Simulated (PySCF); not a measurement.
# CHNSm (Sm(HCN)3+): the cost of one run

Computed with PySCF 2.14.0. Level: PBE0, Sm lcecp-1-SVP with ECP51, N def2-SVP, C def2-SVP, H def2-SVP; scalar-relativistic core potentials, no spin–orbit coupling.

1 further run of the same task is left out (for a known fault of the program).

### 1 Starting geometry

4 atoms, charge 3, spin multiplicity 1.

Bond lengths: Sm1–N2 2.558 Å, N2–C3 1.160 Å, C3–H4 1.070 Å. Angles: Sm1–N2–C3 180.0°, N2–C3–H4 180.0°.

Geometry (Å):

```xyz
4

Sm    0.0000    0.0000    0.0000
N     0.0000    0.0000    2.5575
C     0.0000    0.0000    3.7175
H     0.0000    0.0000    4.7875
```

Formal oxidation states: Sm +3. Each metal's 5 4f electrons lie in its core potential, so multiplicities, spins and levels count the valence alone.

### 2 SCF at the start, singlet

Contents of run.py (the lines that set the calculation):

```python
mol = gto.M(atom='''
Sm     0.00000     0.00000     0.00000
N      0.00000     0.00000     2.55750
C      0.00000     0.00000     3.71750
H      0.00000     0.00000     4.78750''',
    basis={'Sm': 'lcecp-1-SVP', 'N': 'def2-SVP', 'C': 'def2-SVP', 'H': 'def2-SVP'},
    ecp={'Sm': 'lcecp-1-SVP'},
    charge=3, spin=0)
mf = dft.RKS(mol, xc='PBE0')
mf.grids.atom_grid = (50, 194)  # f atoms: unpruned, at least (60, 302)
mf = mf.density_fit()  # fitting sets: Sm AutoAux, N def2-universal-JKFIT, C def2-universal-JKFIT, H def2-universal-JKFIT
mf.conv_tol = 1e-08; mf.max_cycle = 55
mf.kernel(dm0)  # dm0: free metal ions and neutral atoms
```

The run is started by

```console
> OMP_NUM_THREADS=2 python run.py
```

What time and memory should one allow on 2 threads of Intel Xeon at 2.50GHz (Skylake/Cascade Lake), shared host?

About 5.2 s, with a peak of 0.35 GiB.
